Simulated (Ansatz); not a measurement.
# CoO: convergence and cost

The task, for CoO: see how the smearing width on a coarse mesh moves the results.

Computed with Ansatz 0.2.0 (DFT PBEsol, scalar-relativistic, plane waves, PAW, unless a step's input says otherwise).

**1. The structure to begin with**

It takes space group R-3m (No. 166, trigonal). Conventional cell: a = 3.011 Å, b = 3.011 Å, c = 7.320 Å, α = 90.00°, β = 90.00°, γ = 120.00°. Co (site symmetry -3m) is surrounded by 6 O at 2.12 Å. Around O (site symmetry -3m) lie 6 Co at 2.12 Å.

Coordinates:

```xyz
2
Lattice="1.5055 0.8692 2.4399 -1.5055 0.8692 2.4399 0.0000 -1.7384 2.4399" Properties=species:S:1:pos:R:3 pbc="T T T"
Co    0.0000    0.0000    0.0000
O     0.0000    0.0000    3.6599
```

The structure comes from the Materials Project (structure only); it is used as listed.

**2. The base run, which the others are set against**

input.yaml reads:

```yaml
crystal:
  lattice:
    - [1.5054695445, 0.8691832468, 2.4399269062]
    - [-1.5054695445, 0.8691832468, 2.4399269062]
    - [0.0, -1.7383664936, 2.4399269062]
  atoms:
    - { symbol: Co, position: [0.0, 0.0, 0.0], spin: 2.64 }
    - { symbol: O, position: [0.5, 0.5, 0.5], spin: 0.33 }
basis:
  ecutwfc: 420
kpoints:
  mp_grid: { grid: [18, 18, 18] }
hamiltonian:
  xc: pbesol
scf:
  occupations: { method: gaussian, width: 0.1 }
output:
  forces: true
  stress: true
  eigenvalues: true
  populations: true
  write_density: true
  write_potential: true
  elf: true
  volumetric_format: npy
magnetization:
  spin_polarized: true
```

Its results, from an earlier run: -2826.1268 eV/atom at zero smearing, pressure -9.01 GPa, largest force 0.000 eV/Å, no gap on the mesh, site moments Co +2.50, O +0.34 μB, in 11 SCF cycles and 22 s.

**3. Smearing width on a coarse mesh: Gaussian 0.01 eV**

input.yaml reads:

```yaml
crystal:
  lattice:
    - [1.5054695445, 0.8691832468, 2.4399269062]
    - [-1.5054695445, 0.8691832468, 2.4399269062]
    - [0.0, -1.7383664936, 2.4399269062]
  atoms:
    - { symbol: Co, position: [0.0, 0.0, 0.0], spin: 2.75 }
    - { symbol: O, position: [0.5, 0.5, 0.5], spin: 0.38 }
basis:
  ecutwfc: 420
kpoints:
  mp_grid: { grid: [9, 9, 9] }
hamiltonian:
  xc: pbesol
scf:
  occupations: { method: gaussian, width: 0.01 }
output:
  forces: true
  stress: true
  eigenvalues: true
  populations: true
magnetization:
  spin_polarized: true
```

The run is started by

```sh
ansatz run input.yaml --threads 1 --pin off --max-ram 2560MiB --backend cpu --events-out ev --progress --plain --runs-dir out
```

**4. Smearing width on a coarse mesh set to Gaussian 0.05 eV**

input.yaml, as its differences from that of step 3:

```diff
@@ -15,3 +15,3 @@
 scf:
-  occupations: { method: gaussian, width: 0.01 }
+  occupations: { method: gaussian, width: 0.05 }
 output:
```

**5. Smearing width on a coarse mesh: Gaussian 0.1 eV**

input.yaml, as its differences from that of step 4:

```diff
@@ -15,3 +15,3 @@
 scf:
-  occupations: { method: gaussian, width: 0.05 }
+  occupations: { method: gaussian, width: 0.1 }
 output:
```

**6. Smearing width on a coarse mesh: Gaussian 0.2 eV**

input.yaml, as its differences from that of step 5:

```diff
@@ -15,3 +15,3 @@
 scf:
-  occupations: { method: gaussian, width: 0.1 }
+  occupations: { method: gaussian, width: 0.2 }
 output:
```

**7. Smearing width on a coarse mesh: Gaussian 0.4 eV**

input.yaml, as its differences from that of step 6:

```diff
@@ -15,3 +15,3 @@
 scf:
-  occupations: { method: gaussian, width: 0.2 }
+  occupations: { method: gaussian, width: 0.4 }
 output:
```

(Steps that only read results are left out.)

What results come out of these runs, taken together? Wanted: largest energy shift, smearing width on a coarse mesh.

As calculated:

| quantity | value |
| --- | --- |
| largest energy shift, smearing width on a coarse mesh | -10.1 meV/atom at Gaussian 0.4 |

In words: The free energy moves by up to 65.7 meV/atom (Gaussian 0.4), the energy extrapolated to zero width by up to 10.1. For the widths that shift F most, the extrapolation takes out most of the shift. On the coarse mesh the shift from the base is least at Gaussian 0.1 eV (0.15 meV/atom): a wider smearing hides a sparse mesh, up to the point where its own error takes over. The cell's moment varies from 2.82 to 3.00 μB over the series. The listed cell is far from this method's equilibrium (-9.0 GPa, forces up to 0.00 eV/Å), so its values are not those of the relaxed crystal. With one magnetic atom in the cell only ferromagnetic order fits, and no U was applied, so an antiferromagnetic state was not tested. Without a U such compounds often come out metallic though many are antiferromagnetic insulators.
